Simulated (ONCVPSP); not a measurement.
# V: generating and testing an ONCV potential

Aim: build the potential from the settings below, then test how well it stands in for the atom: other configurations, scattering, ghost states and the plane-wave cutoff that it needs.

Method: ONCVPSP 4.0.1, PBE, fully relativistic.

### Step 1. The design

Typed settings, in words:

- element: vanadium (V, Z = 23)
- type: optimised norm-conserving Vanderbilt (ONCV)
- frozen core: [Ne]
- valence charge: 13
- reference configuration: 3s2 3p6 3d3 4s1.75 (charge +0.25)
- partial waves: 3s+4s: rc 1.90 bohr, ncon 4, nbas 8, qcut 5.4 1/bohr, 2 projectors; 3p: rc 1.30 bohr, ncon 3, nbas 7, qcut 12.5 1/bohr, 3 projectors, debl 2 Ha; 3d: rc 2.05 bohr, ncon 4, nbas 9, qcut 7.8 1/bohr, 1 projector
- local potential: polynomial inside 0.90 bohr (lpopt 1, dvloc0 1 Ha)
- core correction: Teter function, fcfact 3, rcfact 1.15

The nodes and maxima of the atom's own shells, from an earlier all-electron run, set the scale for the radii.

All-electron outer shells of the reference configuration (PBE, scalar-relativistic, ld1.x):

```
shell  level (eV)  outermost node (bohr)  outermost maximum (bohr)
   2p     -504.90                      –                      0.21
   3s      -71.99                   0.38                      0.82
   3p      -45.80                   0.35                      0.84
   3d       -6.90                      –                      0.90
   4s       -6.17                   1.17                      2.72
   4p       -2.70                   1.30                      3.50
```

### Step 2. Generating the potential

Input file V.dat:

```
# ATOM AND REFERENCE CONFIGURATION
# atsym  z   nc   nv     iexc    psfile
  V 23.00    3    4        4      upf
#
#   n    l    f
    1    0    2.00
    2    0    2.00
    2    1    6.00
    3    0    2.00
    3    1    6.00
    3    2    3.00
    4    0    1.75
#
# PSEUDOPOTENTIAL AND OPTIMIZATION
# lmax
    2
#
#   l,   rc,      ep,       ncon, nbas, qcut
    0    1.90    0.00    4    8    5.40
    1    1.30    0.00    3    7   12.50
    2    2.05    0.00    4    9    7.80
#
# LOCAL POTENTIAL
# lloc, lpopt,  rc(5),   dvloc0
    4    1    0.90    1.00
#
# VANDERBILT-KLEINMAN-BYLANDER PROJECTORs
# l, nproj, debl
    0    2    1.30
    1    3    2.00
    2    1    1.50
#
# MODEL CORE CHARGE
# icmod, fcfact, rcfact
    3    3.00    1.15
#
# LOG DERIVATIVE ANALYSIS
# epsh1, epsh2, depsh
   -4.00    5.00    0.02
#
# OUTPUT GRID
# rlmax, drl
    6.00    0.01
#
# TEST CONFIGURATIONS
# ncnf
    4
# nvcnf
#   n    l    f
    4
    3    0    2.00
    3    1    6.00
    3    2    3.00
    4    0    2.00
#
    4
    3    0    2.00
    3    1    6.00
    3    2    3.00
    4    0    1.00
#
    4
    3    0    2.00
    3    1    6.00
    3    2    3.00
    4    0    0.00
#
    5
    3    0    2.00
    3    1    6.00
    3    2    3.00
    4    0    0.00
    4    1    1.00
#
```

Launch:

```
$ oncvpspr.x < V.dat > V.out
```

Q: Predict the outcome of this session. Wanted: cutoffs for 1 and 0.1 mHa per electron, occupied waves; bound ghosts; GHOST(+) flags; largest test error; largest phase difference near zero energy, channels read; rms error of d²Exc/dn², without and with the model core.

The runs gave:

```
                                                quantity                          value
  cutoffs for 1 and 0.1 mHa per electron, occupied waves                35 Ha and 50 Ha
                                            bound ghosts                     none found
                                          GHOST(+) flags             none at low energy
                            largest test error (AE − PS)  -1.4 meV, for 3s2 3p6 3d3 4s0
largest phase difference near zero energy, channels read                      0.024 rad
 rms error of d²Exc/dn², without and with the model core              7.99 and 6.34 mHa
```

By total energies transferability is very good: the largest error is 1.4 meV on 20.7 eV, for 3s2 3p6 3d3 4s0. By its cutoff, 35 Ha for the looser tolerance, it is hard. At the looser tolerance the 3p wave is the slowest; 3d needs 23 Ha. The program's ghost test flags no bound state. Near zero energy the phases of the channels with partial waves agree within 0.024 rad. These are tests on the free atom; a crystal test is still owed.
